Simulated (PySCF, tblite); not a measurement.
# C₃H₃F₃SSi: geometry, infrared bands and NMR shifts

What infrared bands and NMR shifts should C₃H₃F₃SSi (`FC(F)(F)C#C[SiH2]S`) show?

Computed with tblite 0.8.0 and PySCF 2.14.0, with density-fitted response routines of our own, on a single molecule in the gas phase. Atoms count from 0, in the outputs and in this text.

### Step 1. Starting geometry

11 atoms, charge 0, multiplicity 1; geometry from: force field or distance geometry start.

Bonds of the start (Å): F0–C1 1.35, C1–F2 1.34, C1–F3 1.35, C1–C4 1.47, C4–C5 1.20, C5–Si6 1.87, Si6–S7 2.14, Si6–H8 1.49, Si6–H9 1.49, S7–H10 1.35.

### Step 2. Geometry optimisation with GFN2-xTB

What the job is given:

```
{"job": {"kind": "relax", "xc": "GFN2-xTB", "basis": "xTB"}, "charge": 0, "multiplicity": 1}
F     -3.019800     1.056700     0.309000
C     -2.434100     0.126600    -0.466800
F     -2.496600     0.517300    -1.742800
F     -3.125900    -1.022500    -0.341100
C     -1.040400    -0.069600    -0.048000
C      0.102500    -0.223300     0.272900
Si     1.888100    -0.446600     0.780200
S      3.001400     1.219700     0.022700
H      2.447700    -1.693300     0.191800
H      2.018600    -0.489800     2.264400
H      2.663900     1.027300    -1.268200
```

The run is started by

```
$ OMP_NUM_THREADS=1 python probes_run.py task.json out
```

The driver reads the jobs from task.json and runs them one after another.

**Question.** This job is followed by: GFN2-xTB harmonic vibrations, gas phase; GIAO PBE0/pcSseg-1 NMR shielding, non-relativistic, gas phase. Predict these results of the whole session: strongest single infrared mode (GFN2-xTB); zero-point energy (GFN2-xTB); 13C shifts against TMS (PBE0/pcSseg-1); 1H shifts against TMS (PBE0/pcSseg-1, means over atoms taken as alike); 19F shifts against CFCl3 (PBE0/pcSseg-1, means over atoms taken as alike); 29Si shifts against TMS (PBE0/pcSseg-1); 33S shifts against CS2 (PBE0/pcSseg-1); surface potential, 1st and 99th percentile.

As calculated:

| quantity | value |
| --- | --- |
| strongest single infrared mode (GFN2-xTB) | 1181 cm⁻¹, 462 km/mol |
| zero-point energy (GFN2-xTB) | 30.0 kcal/mol |
| 13C shifts against TMS (PBE0/pcSseg-1) | 122.7, 100.5, 95.7 ppm |
| 1H shifts against TMS (PBE0/pcSseg-1, means over atoms taken as alike) | 5.04, 0.51 ppm |
| 19F shifts against CFCl3 (PBE0/pcSseg-1, means over atoms taken as alike) | -62.7 ppm |
| 29Si shifts against TMS (PBE0/pcSseg-1) | -55.9 ppm |
| 33S shifts against CS2 (PBE0/pcSseg-1) | -241 ppm |
| surface potential, 1st and 99th percentile | -0.61 V and 1.69 V |

What this shows: Over 26 steps the energy fell by 0.074 eV; of the close pairs, Si6–H9 changed most, 1.491 to 1.450 Å. No mode is imaginary among the 27: a minimum at this level. The strongest single mode, at 1181 cm⁻¹, moves mainly C1. Unscaled tight-binding wavenumbers are off by several per cent, some by more. Its intensities can rank the bands wrongly. At PBE0/pcSseg-1: The largest span, 271 ppm, is at C4, where the paramagnetic term is -178 ppm. By nearest atom (PBE0/pcSseg-1), the HOMO sits on S7 79 %; H10 9 % and the LUMO on C4, C5 about 24 % each; Si6 13 %.
